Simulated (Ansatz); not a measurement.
AlO2:

```
Al O
1.0
     1.48816   -5.40283    0.00000
     1.48816    5.40283    0.00000
     0.00000    0.00000    3.64661
Al O
2 4
Cartesian
  1.4882 -1.8168 2.7350
  1.4882 1.8168 0.9117
  1.4882 4.7429 2.7350
  1.4882 -4.7429 0.9117
  1.4882 2.2240 2.7350
  1.4882 -2.2240 0.9117
```

The cell comes from a database or a generator and needn't be the stable form of this composition.

Base run:

| Quantity | Value |
| --- | --- |
| Program | Ansatz 0.2.0 |
| Functional | revPBE |
| Potentials or basis | Ansatz PAW |
| Cutoff | 420 eV |
| Density cutoff | 1680 eV |
| k mesh | 9 × 9 × 7 |
| Occupations | fermi-dirac, width 0.05 eV |
| Spin | no spin polarisation |

Its results: band gap on the k mesh none (metal or under the smearing width); pressure 2.3 GPa; largest force 0.769 eV/Å.

**Question.** The run is repeated on the same cell with these changes: functional from revPBE to PBEsol. What comes out?

**Answer.** Band gap on the k mesh none (metal or under the smearing width); pressure -5.9 GPa; largest force 0.641 eV/Å.

PBEsol binds more tightly than revPBE, so the same cell stands under less pressure.

Caveats: the PAW data sets come from PBE, with cores solved anew for the run's functional, which leaves a small shift of forces and pressure; the density of states is complete only up to the lowest level of the last band computed; the potentials were made for another functional, which shifts forces and pressure (some runs).

Not every run made on this cell is shown here.
